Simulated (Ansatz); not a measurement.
# Sb2AsSe2: the cost of one run

Computed with Ansatz 0.2.0 (reference: DFT PBE, plane waves, PAW, scalar-relativistic, no spin polarisation, unless a step's input says otherwise).

### 1 The starting structure

Symmetry: C2/m, No. 12, monoclinic system. Conventional cell: a = 11.053 Å, b = 4.071 Å, c = 12.842 Å, α = 90.00°, β = 115.25°, γ = 90.00°. Sb (site symmetry m) has 1 Se at 2.60 Å and 2 As at 2.76 Å as nearest neighbours. Around Sb (site symmetry m) lie 3 Se at 2.47 to 2.77 Å. Around As (site symmetry m) lie 1 As at 2.54 Å and 2 Sb at 2.76 Å. Se (site symmetry m) is surrounded by 3 Sb at 2.60 to 2.77 Å. Se (site symmetry m) has 1 Sb at 2.47 Å as nearest neighbours.

As a file:

```xyz
10
Lattice="0.0000 4.0706 0.0000 5.5265 -2.0353 0.0000 -0.0485 2.0353 -11.6151" Properties=species:S:1:pos:R:3 pbc="T T T"
Sb    4.0171    4.0706   -9.5767
Sb    1.4610    0.0000   -2.0385
Sb    1.2192    4.0706   -6.9935
Sb    4.2588    0.0000   -4.6217
As    4.2232    2.0353  -11.4339
As    1.2549    2.0353   -0.1812
Se    0.9865    2.0353   -8.8554
Se    4.4915    2.0353   -2.7598
Se    4.2765    2.0353   -6.8715
Se    1.2016    2.0353   -4.7436
```

### 2 Baseline

Input file input.yaml:

```yaml
crystal:
  lattice:
    - [0.0, 4.070617, 0.0]
    - [5.526538, -2.035308, 0.0]
    - [-0.04849, 2.035308, -11.615128]
  atoms:
    - { symbol: Sb, position: [0.9548, 0.7341, 0.8245] }
    - { symbol: Sb, position: [0.0452, 0.2659, 0.1755] }
    - { symbol: Sb, position: [0.8119, 0.2259, 0.6021] }
    - { symbol: Sb, position: [0.1881, 0.7741, 0.3979] }
    - { symbol: As, position: [0.3942, 0.7728, 0.9844] }
    - { symbol: As, position: [0.6058, 0.2272, 0.0156] }
    - { symbol: Se, position: [0.2114, 0.1852, 0.7624] }
    - { symbol: Se, position: [0.7886, 0.8148, 0.2376] }
    - { symbol: Se, position: [0.5937, 0.779, 0.5916] }
    - { symbol: Se, position: [0.4063, 0.221, 0.4084] }
  symmetry: { tolerance: 0.0003 }
kpoints:
  mp_grid: { grid: [5, 5, 5], shift: [0, 0, 0] }
magnetization:
  spin_polarized: false
scf:
  occupations: { method: fermi_dirac }
hamiltonian:
  pseudopotentials: { kind: paw }
  xc: pbe
basis:
  ecutwfc: 420
output:
  forces: true
  stress: true
  eigenvalues: true
  write_density: true
  write_potential: true
  elf: true
  volumetric_format: npy
```

The run is started by

```
ansatz run input.yaml --threads 1 --pin off --max-ram 2560MiB --backend cpu --events-out ev --progress --plain --runs-dir out
```

**Question.** How long does this run take on 1 thread of Arm Neoverse V1, shared host, and how much memory does it need?

About 80 s, with a peak of 0.9 GiB.
